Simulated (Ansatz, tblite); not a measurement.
# (MoO3)3 (Mo₃O₉): a ladder of methods and basis sets

The task here is to estimate one member of a computed series from the others.

The runs use Ansatz 0.2.0, Gaussian basis; as each input shows.

Plan: GFN1-xTB, GFN2-xTB, PBE-D4/def2-TZVP, r2SCAN-D4/def2-TZVP, B97M-V/def2-TZVP, B3LYP-D4/def2-TZVP, r2SCAN0-D4/def2-TZVP, PBE-D4/def2-SVP, PBE0-D4/def2-SVP, CCSD(T)/def2-SVP, MP2/def2-TZVP, RPA/def2-TZVP.

1 further run of the same task is left out (set aside as unsound or not needed).

### The geometry

The geometry is that of the singlet, from an earlier relaxation (PBE-D4/def2-SVP).

12 atoms, charge 0, spin multiplicity 1.

Bond lengths: O1–Mo2 1.692 Å, Mo2–O3 1.692 Å, Mo2–O4 1.900 Å, Mo2–O12 1.900 Å, O4–Mo5 1.900 Å, Mo5–O6 1.692 Å, Mo5–O7 1.692 Å, Mo5–O8 1.900 Å, O8–Mo9 1.900 Å, Mo9–O10 1.692 Å, Mo9–O11 1.692 Å, Mo9–O12 1.900 Å. Angles: O1–Mo2–O3 107.4°, O1–Mo2–O4 111.6°, O1–Mo2–O12 111.6°, O3–Mo2–O4 111.6°, O3–Mo2–O12 111.6°, O4–Mo2–O12 103.2°, Mo2–O4–Mo5 136.8°, O4–Mo5–O6 111.5°, O4–Mo5–O7 111.6°, O4–Mo5–O8 103.2°, O6–Mo5–O7 107.4°, O6–Mo5–O8 111.5°, O7–Mo5–O8 111.6°, Mo5–O8–Mo9 136.8°, O8–Mo9–O10 111.6°, O8–Mo9–O11 111.6°, O8–Mo9–O12 103.2°, O10–Mo9–O11 107.4° and more.

Coordinates:

```xyz
12

O     1.4452    2.9876    0.2616
Mo    0.0567    2.0367    0.0887
O    -1.2670    3.0868    0.0038
O    -0.1245    0.7980    1.5175
Mo   -0.1954   -1.0902    1.7124
O     1.0764   -1.6642    2.6690
O    -1.6391   -1.5881    2.4402
O    -0.0607   -1.7162   -0.0760
Mo    0.1344   -0.9464   -1.8015
O    -1.1499   -1.3665   -2.8194
O     1.5617   -1.4566   -2.5528
O     0.1621    0.9190   -1.4436
```

Mo takes a core potential in the def2 sets. No spin-orbit coupling is included.

PBE0-D4/def2-TZVP was run before; its log isn't repeated, and its numbers join the tables.

Set-up of the first run:

Tight binding, by tblite at 300 K electronic temperature and without a spin-polarisation term:

```python
tblite.interface.Calculator('GFN1-xTB', numbers, positions, charge=0, uhf=0).singlepoint()
```

Tight binding, by tblite at 300 K electronic temperature and without a spin-polarisation term:

```python
tblite.interface.Calculator('GFN2-xTB', numbers, positions, charge=0, uhf=0).singlepoint()
```

start.molden holds the orbitals of an earlier run on this state, given as this run's starting guess.

Contents of in.yaml:

```yaml
crystal:
  periodic: [false, false, false]
  atoms:
    - {symbol: O, position_ang: [1.445184, 2.987595, 0.261593]}
    - {symbol: Mo, position_ang: [0.056696, 2.036674, 0.088702]}
    - {symbol: O, position_ang: [-1.266951, 3.086798, 0.003780]}
    - {symbol: O, position_ang: [-0.124466, 0.798049, 1.517492]}
    - {symbol: Mo, position_ang: [-0.195401, -1.090155, 1.712424]}
    - {symbol: O, position_ang: [1.076405, -1.664179, 2.669030]}
    - {symbol: O, position_ang: [-1.639106, -1.588112, 2.440224]}
    - {symbol: O, position_ang: [-0.060737, -1.716210, -0.075956]}
    - {symbol: Mo, position_ang: [0.134392, -0.946353, -1.801517]}
    - {symbol: O, position_ang: [-1.149892, -1.366501, -2.819390]}
    - {symbol: O, position_ang: [1.561723, -1.456616, -2.552768]}
    - {symbol: O, position_ang: [0.162143, 0.919010, -1.443614]}
basis:
  gaussian: {orbitals: def2-TZVP, initial_orbitals: start.molden}
hamiltonian: {xc: pbe, dispersion: d4}
scf: {omitted_lower_state_checks: [starts]}
output: {orbitals: {seedname: orbitals}}
```

Run with:

```bash
> ansatz run in.yaml --threads 2 --pin off --events-out ev --progress --plain --max-ram 32768MiB --backend cuda --devices 0, --max-vram 18GiB
```

Among the steps run: PBE-D4/def2-TZVP; r2SCAN-D4/def2-TZVP; B97M-V/def2-TZVP; B3LYP-D4/def2-TZVP; r2SCAN0-D4/def2-TZVP; PBE-D4/def2-SVP; PBE0-D4/def2-SVP; CCSD(T)/def2-SVP; MP2/def2-TZVP; RPA/def2-TZVP.

One of the session's tables, all rows but one given; the rest of the session is left out.

It belongs to the step «Binding energy». 

| method | binding an atom (eV) |
| --- | --- |
| HF/def2-SVP | 1.850 |
| HF/def2-TZVP | 1.876 |
| PBE-D4/def2-SVP | 5.879 |
| PBE-D4/def2-TZVP | 5.761 |
| r2SCAN-D4/def2-TZVP | 5.335 |
| B97M-V/def2-TZVP | 5.225 |
| B3LYP-D4/def2-TZVP | 5.271 |
| PBE0-D4/def2-SVP | 5.130 |
| PBE0-D4/def2-TZVP | 5.064 |
| r2SCAN0-D4/def2-TZVP | 4.734 |
| RPA/def2-TZVP | ? |
| MP2/def2-SVP | 5.538 |
| MP2/def2-TZVP | 5.819 |
| CCSD/def2-SVP | 4.517 |
| CCSD(T)/def2-SVP | 4.892 |

Estimate the missing values for RPA/def2-TZVP.

As computed: binding an atom (eV): 4.974. In the column «binding an atom (eV)» it lies between CCSD(T)/def2-SVP (4.892) and PBE0-D4/def2-TZVP (5.064).

To keep in mind: Free atoms were run apart at each level; binding is atoms less cluster, divided by the number of atoms, without zero-point or spin-orbit terms.
